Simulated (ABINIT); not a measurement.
Here is an ABINIT 10.8.3 (patched build) calculation.

Contents of run.abi:

```
# Pseudopotentials
pp_dirpath "./"
pseudos "In.upf, H.upf"

# Structure
acell 3*1.0 Angstrom
rprim
     2.9799736100     0.0000000000     0.0000000000
     0.0000000000     2.9799736100     0.0000000000
     0.0000000000     0.0000000000     5.6516626700
ntypat 2
znucl 49 1
natom 4
typat 1 2 2 2
xred
     0.0000000000     0.0000000000     0.0000000000
     0.5000000000     0.0000000000     0.5000000000
     0.0000000000     0.5000000000     0.5000000000
     0.5000000000     0.5000000000     0.5000000000

# Plane-wave basis
ecut 32.0

# k points
kptopt 1
ngkpt 7 7 4
nshiftk 1
shiftk 0.0 0.0 0.0

# Exchange and correlation
ixc -116133

# Bands and occupations
nband 12
occopt 3
tsmear 0.00183747

# SCF cycle
nstep 100
tolvrs 1.0e-10

# Output
iomode 3
prtwf 0
prtden 0
prteig 0
prtebands 0
enunit 2
```

Potentials or basis: PseudoDojo NC SR PBEsol v0.4.1 standard.

Run with:

```console
$ abinit run.abi > log 2>&1
```

(1) What does it give for the band gap on the k mesh?

(2) Predict the pressure.

Results:

(1) none (metal or under the smearing width).

(2) -8.0 GPa.
